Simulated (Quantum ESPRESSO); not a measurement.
**MgI2 under changes of volume**

One of the cells (34.041 Å³/atom); the others are scaled copies at fixed shape and fractional positions:

```
I Mg
1.0
     4.14000    0.00000    0.00000
    -2.07000    3.58535    0.00000
     0.00000    0.00000    6.88000
I Mg
2 1
Direct
  0.66667 0.33333 0.75000
  0.33333 0.66667 0.25000
  0.00000 0.00000 0.00000
```

| Property | Result |
| --- | --- |
| Program | Quantum ESPRESSO 7.5 |
| Functional | LDA |
| Potentials or basis | GBRV 1.5 LDA |
| Cutoff | 612 eV |
| Density cutoff | 4898 eV |
| k mesh | 8 × 8 × 4 |
| Occupations | fermi-dirac, width 0.05 eV |
| Spin | no spin polarisation |

```tsv
volume (Å³/atom)	energy over the lowest point (meV/atom)	pressure (GPa)	gap on the mesh (eV)
31.998	0.00	-0.2	3.38
32.679	2.06	-0.9	3.36
33.360	6.91	-1.5	3.35
34.041	14.28	-2.0	3.32
34.722	23.85	-2.5	3.28
35.402	35.37	-3.0	3.20
36.083	?	?	?
```

Problem. What does the run at 36.083 Å³/atom give?

Solution. Energy over the lowest point 48.68 meV/atom; pressure -3.3 GPa; gap on the mesh 3.13 eV.

Worked out: A Birch-Murnaghan fit of order 3 (a polynomial in V^(-2/3)) to the other rows has its minimum at 31.88 Å³/atom, just outside them, with B0 = V·E''(V) = 36 GPa and B' = 4.6 at fixed shape and positions, which overstates the stiffness. It gives 48.65 meV/atom at 36.083 Å³/atom, against the run's 48.68, and -dE/dV = -3.3 GPa, against -3.3. A parabola through the other rows of the gap, of slope -4.29 eV per unit of ln V there, extrapolates to 3.13 eV, against the run's 3.13.

Energies are extrapolated to zero smearing.

Caveats: spin-orbit coupling is left out, which moves the levels of the heavy elements.

A mesh can miss the band edges.
